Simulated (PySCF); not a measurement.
**BrGeH4P: NMR shifts and electronic excitations in gas and solvents**

Aim: compute the NMR shifts and electronic excitations of BrGeH4P (`[PH2][GeH2][Br]`), and see what a dielectric continuum does where one was used.

The runs use PySCF 2.14.0, with density-fitted response routines of our own; the level of theory stands in each step. All values are computed, except where a source is named. Atoms are numbered from 0 throughout.

## 1. The starting structure

7 atoms, charge 0, multiplicity 1; geometry from: GFN2-xTB. The atoms were then displaced at random by about 0.01 Å, so the start is not that level's minimum.

Bonds of the start (Å): P0–Ge1 2.34, Ge1–Br2 2.30, P0–H3 1.37, P0–H4 1.38, Ge1–H5 1.53, Ge1–H6 1.53.

## 2. Optimising the geometry at PBE0-D3(BJ)/def2-SVP

The job: settings as JSON, then the geometry in Å.

```
{"job": {"xc": "PBE0", "basis": "def2-SVP", "d3": "d3bj", "grid": 1, "shake": 0.01, "kind": "geom"}, "charge": 0, "multiplicity": 1}
P      1.455930    -0.363590    -0.677570
Ge    -0.680670     0.289210     0.005480
Br    -2.216080    -1.311370    -0.604450
H      1.561440    -1.308980     0.305250
H      2.036930     0.619000     0.106650
H     -1.189820     1.555200    -0.683460
H     -0.933790     0.491420     1.498170
```

Command:

```bash
$ OMP_NUM_THREADS=1 python probes_run.py task.json out
```

This one command runs all jobs of the session in turn.

Standard output:

```text
step   0  E = -4993.58784695  max force = 0.029288
step   1  E = -4993.59160616  max force = 0.006100
step   2  E = -4993.59192653  max force = 0.001002
step   3  E = -4993.59193213  max force = 0.001342
step   4  E = -4993.59192135  max force = 0.001529
step   5  E = -4993.59193965  max force = 0.000717
step   6  E = -4993.59195141  max force = 0.000417
step   7  E = -4993.59196192  max force = 0.000328
optimisation converged
```

It took 35 s on 1 thread of Arm Neoverse V1, shared host; peak memory 0.43 GiB.

The steps of the relaxation:

| step | energy from step 0 (eV) | largest force component (eV/Å) |
| --- | --- | --- |
| 0 | 0.0000 | 1.5061 |
| 1 | -0.1023 | 0.3137 |
| 2 | -0.1110 | 0.0515 |
| 3 | -0.1112 | 0.0690 |
| 4 | -0.1109 | 0.0786 |
| 5 | -0.1114 | 0.0369 |
| 6 | -0.1117 | 0.0214 |
| 7 | -0.1120 | 0.0169 |

Close pairs (by a distance rule), those that changed most:

| bond | before (Å) | after (Å) | change (Å) |
| --- | --- | --- | --- |
| P0–H3 | 1.368 | 1.429 | +0.061 |
| P0–H4 | 1.385 | 1.432 | +0.047 |
| P0–Ge1 | 2.336 | 2.317 | -0.019 |
| Ge1–Br2 | 2.300 | 2.314 | +0.013 |
| Ge1–H6 | 1.527 | 1.538 | +0.011 |
| Ge1–H5 | 1.529 | 1.537 | +0.009 |

The next job starts from the end point, and lists it.

| at the end point | value |
| --- | --- |
| point group (found at 0.08 Å tolerance) | C1 |
| rotational constants (GHz, main isotopes) | 5.841, 1.377, 1.140 |
| dipole moment (D) | 2.29 |

## 3. Shielding tensors: PBE0/pcSseg-1 in chloroform

The job: settings as JSON, then the geometry in Å.

```
{"job": {"kind": "nmr", "xc": "PBE0", "basis": "pcSseg-1", "solvent": "chloroform", "pop": true}, "charge": 0, "multiplicity": 1}
P      0.936168    -0.441758    -1.450606
Ge    -1.185814     0.284318    -0.866888
Br    -2.678387    -1.308602    -1.633891
H      0.973469    -1.410220    -0.401152
H      1.559592     0.568031    -0.649402
H     -1.512774     1.599329    -1.593065
H     -1.438840     0.405531     0.645629
```

With the program's defaults for keys left out, this is: GIAO PBE0/pcSseg-1 NMR shielding, non-relativistic, IEF-PCM chloroform.

Standard output:

```text
coarse grid: 31048 points
cycle   1  E = -4993.7011826768  dE = -1.858e+00  |g| = 1.088e+00  |ddm| = 2.571e+00
cycle   2  E = -4993.6830937630  dE =  1.809e-02  |g| = 9.367e-01  |ddm| = 9.518e-01
cycle   3  E = -4993.7567553004  dE = -7.366e-02  |g| = 1.881e-01  |ddm| = 6.672e-01
cycle   4  E = -4993.7604261611  dE = -3.671e-03  |g| = 3.339e-02  |ddm| = 1.348e-01
cycle   5  E = -4993.7605043520  dE = -7.819e-05  |g| = 4.252e-03  |ddm| = 2.340e-02
cycle   6  E = -4993.7605076307  dE = -3.279e-06  |g| = 8.458e-04  |ddm| = 6.573e-03
final grid: 59528 points
cycle   7  E = -4993.7604320160  dE = -4.700e-08  |g| = 1.043e-03  |ddm| = 2.565e-03
cycle   8  E = -4993.7604319868  dE =  2.928e-08  |g| = 1.280e-03  |ddm| = 2.419e-03
cycle   9  E = -4993.7604322071  dE = -2.203e-07  |g| = 9.213e-05  |ddm| = 1.132e-03
cycle  10  E = -4993.7604322087  dE = -1.635e-09  |g| = 2.360e-05  |ddm| = 1.098e-04
cycle  11  E = -4993.7604322088  dE = -6.366e-11  |g| = 7.911e-07  |ddm| = 1.962e-05
converged SCF energy = -4993.7604322088

GIAO shielding tensors (ppm)
atom      isotropic    diamagn.    paramagn.     s11        s22        s33       span
  0 P      574.892     965.741    -390.850    513.095    580.745    630.835    117.739
  1 Ge    1351.398    2756.389   -1404.992   1183.253   1363.371   1507.569    324.316
  2 Br    2785.583    3123.361    -337.778   2669.091   2763.113   2924.544    255.454
  3 H       28.809      28.561       0.248     23.327     26.766     36.335     13.008
  4 H       29.006      28.618       0.388     23.378     25.508     38.132     14.754
  5 H       25.705      27.289      -1.584     18.450     21.465     37.200     18.750
  6 H       25.202      27.918      -2.716     17.657     21.096     36.853     19.196
```

It took 9.7 s on 1 thread of Arm Neoverse V1, shared host; peak memory 0.7 GiB.

The references, computed at this level on geometries of the same kind, shield at (ppm): ¹H TMS 31.25, ³¹P PH3 585.9, ⁷³Ge GeMe4 1330. Their shielding less the atom's gives the shift. The references are single molecules in the same continuum, so shifts against H2O, NH3, PH3, H3PO4 or CFCl3 are not on the usual liquid scales and can be off by tens of ppm. Atoms listed in one row are averaged.

| atoms | environment | σ (ppm) | δ (ppm) |
| --- | --- | --- | --- |
| H5, H6 | hydrogen on a germanium bonded to Br, P | 25.45 | 5.79 |
| H3, H4 | hydrogen on a phosphorus bonded to Ge | 28.91 | 2.34 |
| P0 | phosphorus bonded to Ge, 2 H | 574.9 | 11.0 |
| Ge1 | germanium bonded to Br, P, 2 H | 1351 | -22 |
| Br2 | bromine bonded to Ge | 2786 | – |

The run also stored atomic charges by several schemes (e):

| atoms | Mulliken | IAO | Hirshfeld | ESP fit |
| --- | --- | --- | --- | --- |
| P0 | -0.09 | -0.08 | -0.01 | -0.29 |
| Ge1 | 0.24 | 0.46 | 0.29 | 0.20 |
| Br2 | -0.39 | -0.29 | -0.18 | -0.20 |

Mayer bond orders: P0–Ge1 1.02, Ge1–Br2 0.89.

## 4. TDDFT and polarisability: CAM-B3LYP/def2-SVPD

Settings changed since step 3:

```diff
@@ -1,2 +1,2 @@
-{"job": {"kind": "nmr", "xc": "PBE0", "basis": "pcSseg-1", "solvent": "chloroform", "pop": true}, "charge": 0, "multiplicity": 1}
+{"job": {"kind": "uv", "xc": "CAM-B3LYP", "basis": "def2-SVPD", "dynamic": true, "nstates": 6, "ntriplets": 0}, "charge": 0, "multiplicity": 1}
 P      0.936168    -0.441758    -1.450606
```

With the program's defaults for keys left out, this is: TDDFT CAM-B3LYP/def2-SVPD, vertical, gas phase, core orbitals frozen in the response.

Standard output:

```text
coarse grid: 31048 points
cycle   1  E = -4994.4887150977  dE = -1.689e+00  |g| = 4.684e-01  |ddm| = 2.754e+00
cycle   2  E = -4994.4912925086  dE = -2.577e-03  |g| = 5.017e-01  |ddm| = 9.364e-01
cycle   3  E = -4994.5290767222  dE = -3.778e-02  |g| = 3.487e-02  |ddm| = 4.725e-01
cycle   4  E = -4994.5292425250  dE = -1.658e-04  |g| = 7.454e-03  |ddm| = 4.003e-02
cycle   5  E = -4994.5292638034  dE = -2.128e-05  |g| = 1.562e-03  |ddm| = 1.928e-02
cycle   6  E = -4994.5292647833  dE = -9.799e-07  |g| = 5.795e-04  |ddm| = 3.753e-03
final grid: 59528 points
cycle   7  E = -4994.5291593769  dE = -1.093e-07  |g| = 5.284e-04  |ddm| = 1.938e-03
cycle   8  E = -4994.5291593989  dE = -2.199e-08  |g| = 4.776e-04  |ddm| = 1.243e-03
cycle   9  E = -4994.5291594317  dE = -3.285e-08  |g| = 2.223e-05  |ddm| = 5.299e-04
cycle  10  E = -4994.5291594321  dE = -3.456e-10  |g| = 9.492e-06  |ddm| = 6.201e-05
converged SCF energy = -4994.5291594321

Static polarisability (au): isotropic 82.112, principal 67.822 78.392 100.124

Singlet excitations
state   eV       nm        f      main configurations
  1   5.8654    211.4   0.03568   H->L 0.79, H->L+1 0.09
  2   6.1007    203.2   0.01256   H-1->L 0.84, H-1->L+1 0.10
  3   6.4164    193.2   0.02536   H-2->L 0.69, H->L 0.12, H->L+1 0.10
  4   6.6715    185.8   0.08257   H->L+1 0.48, H->L+3 0.20
  5   6.8654    180.6   0.04701   H->L+2 0.68, H->L+1 0.12
  6   7.0607    175.6   0.09067   H->L+3 0.55, H->L+1 0.10, H->L+2 0.10
```

It took 13 s on 1 thread of Arm Neoverse V1, shared host; peak memory 0.67 GiB.

Frontier orbitals and where they lie:

| orbital | eV | atoms |
| --- | --- | --- |
| HOMO−3 | -11.00 | Br2 42 %, Ge1 22 %, P0 21 % |
| HOMO−2 | -9.75 | Br2 55 %, P0 29 %, Ge1 6 % |
| HOMO−1 | -9.55 | Br2 78 %, Ge1 11 %, H5 5 % |
| HOMO | -9.08 | P0 45 %, Br2 25 %, Ge1 16 % |
| LUMO | -0.02 | Br2 30 %, Ge1 28 %, P0 16 % |
| LUMO+1 | 0.56 | Ge1 37 %, Br2 20 %, P0 20 % |
| LUMO+2 | 0.89 | P0 30 %, Ge1 28 %, H3 12 % |

With each of the 6 states as a Gaussian band of 0.4 eV half-width at 1/e, the curve within the window shown has maxima at 181 nm (ε 7,800) L/(mol cm). Beyond the last state computed it falls off for lack of states. The curve at chosen wavelengths:

```tsv
nm	ε (L/mol/cm)
168	2678
171	4365
173	5495
176	6883
179	7644
181	7756
184	7391
187	6563
189	5876
192	4818
195	3895
197	3408
200	2884
203	2560
206	2348
208	2223
211	2016
214	1760
216	1565
219	1255
222	953
224	769
227	534
230	353
232	261
235	160
```

Ground-state properties from the same run:

| property | computed |
| --- | --- |
| dipole moment (D) | 2.30 |
| polarisability (Å³) | 12.17 |
| HOMO–LUMO gap (eV) | 9.06 |
| −ε(HOMO) (eV) | 9.08 |
| C6 with itself (au) | 2177 |

## 5. Ultraviolet spectrum: CAM-B3LYP/def2-SVPD in chloroform

The job: settings as JSON, then the geometry in Å.

```
{"job": {"kind": "uv", "xc": "CAM-B3LYP", "basis": "def2-SVPD", "solvent": "chloroform", "nstates": 6, "ntriplets": 0}, "charge": 0, "multiplicity": 1}
P      0.936168    -0.441758    -1.450606
Ge    -1.185814     0.284318    -0.866888
Br    -2.678387    -1.308602    -1.633891
H      0.973469    -1.410220    -0.401152
H      1.559592     0.568031    -0.649402
H     -1.512774     1.599329    -1.593065
H     -1.438840     0.405531     0.645629
```

With the program's defaults for keys left out, this is: TDDFT CAM-B3LYP/def2-SVPD, vertical, IEF-PCM chloroform (non-equilibrium linear response), core orbitals frozen in the response.

Standard output:

```text
coarse grid: 31048 points
cycle   1  E = -4994.4953749546  dE = -1.696e+00  |g| = 4.594e-01  |ddm| = 2.754e+00
cycle   2  E = -4994.5021549305  dE = -6.780e-03  |g| = 4.767e-01  |ddm| = 8.790e-01
cycle   3  E = -4994.5320909666  dE = -2.994e-02  |g| = 3.161e-02  |ddm| = 4.267e-01
cycle   4  E = -4994.5322563420  dE = -1.654e-04  |g| = 6.511e-03  |ddm| = 4.417e-02
cycle   5  E = -4994.5322789319  dE = -2.259e-05  |g| = 1.389e-03  |ddm| = 1.926e-02
cycle   6  E = -4994.5322799584  dE = -1.026e-06  |g| = 4.157e-04  |ddm| = 3.602e-03
final grid: 59528 points
cycle   7  E = -4994.5321743632  dE = -1.052e-07  |g| = 3.057e-04  |ddm| = 1.412e-03
cycle   8  E = -4994.5321743793  dE = -1.613e-08  |g| = 2.483e-04  |ddm| = 7.798e-04
cycle   9  E = -4994.5321743899  dE = -1.060e-08  |g| = 2.794e-05  |ddm| = 2.832e-04
cycle  10  E = -4994.5321743902  dE = -3.120e-10  |g| = 1.228e-05  |ddm| = 5.201e-05
converged SCF energy = -4994.5321743902

Static polarisability (au): isotropic 106.345, principal 88.812 102.403 127.819

Singlet excitations
state   eV       nm        f      main configurations
  1   5.9047    210.0   0.07150   H->L 0.85
  2   6.2373    198.8   0.01954   H-1->L 0.83
  3   6.4198    193.1   0.06707   H-2->L 0.54, H->L+1 0.26, H->L 0.08
  4   6.6778    185.7   0.13891   H->L+1 0.37, H-2->L 0.21, H->L+3 0.15
  5   6.8896    180.0   0.06556   H->L+2 0.69, H->L+1 0.16
  6   7.0690    175.4   0.13566   H->L+3 0.65, H->L+2 0.09
```

Wall time 11 s (1 thread of Arm Neoverse V1, shared host); peak memory 0.74 GiB.

Key values: HOMO -8.93 eV, LUMO 0.14 eV; lowest singlet 5.90 eV.

## 6. Run by run: electronic excitations

Excitations and ground-state properties, with basis size and wall time:

| run | lowest singlet (eV) | brightest (eV) | f | gap (eV) | α (Å³) | μ (D) | functions | time |
| --- | --- | --- | --- | --- | --- | --- | --- | --- |
| CAM-B3LYP/def2-SVPD | 5.87 | 7.06 | 0.091 | 9.06 | 12.17 | 2.30 | 135 | 13 s |
| CAM-B3LYP/def2-SVPD in chloroform | 5.90 | 6.68 | 0.139 | 9.07 | 15.76 | 3.00 | 135 | 11 s |

## 7. Results

```
                                                                          quantity                        value
                                                                       point group                           C1
                                              rotational constants (main isotopes)         5.84, 1.38, 1.14 GHz
¹H shifts against TMS (PBE0/pcSseg-1, chloroform, means over atoms taken as alike)               5.79, 2.34 ppm
                                ³¹P shifts against PH3 (PBE0/pcSseg-1, chloroform)                     11.0 ppm
                             ⁷³Ge shifts against GeMe4 (PBE0/pcSseg-1, chloroform)                      -22 ppm
                                      shieldings of Br (PBE0/pcSseg-1, chloroform)               Br2 2785.6 ppm
                                              lowest singlet (CAM-B3LYP/def2-SVPD)  5.87 eV (211 nm), f = 0.036
                                          brightest single state of those computed  state 6, 7.06 eV, f = 0.091
                                                       range of the lowest singlet              5.87 to 5.90 eV
```

The optimisation took 7 steps and gained 0.112 eV; among the close pairs (by a distance rule), P0–H3 changed most, from 1.368 to 1.429 Å. At PBE0/pcSseg-1: The largest span, 324 ppm, is at Ge1, where the paramagnetic term is -1405 ppm. The first singlet state (HOMO→LUMO 0.79, HOMO→LUMO+1 0.09) lies at 5.87 eV and is weak; of the 6 states computed, the strongest absorption comes from state 6 at 7.06 eV (the last computed, so partners may be missing). The lowest singlet runs from 5.87 eV (CAM-B3LYP/def2-SVPD) to 5.90 eV (CAM-B3LYP/def2-SVPD in chloroform), while the orbital gap spans 9.06 to 9.07 eV. The lowest state need not be the same one in every run. Spin-orbit coupling is left out, which matters for shieldings and couplings at and beside the heavy atoms.
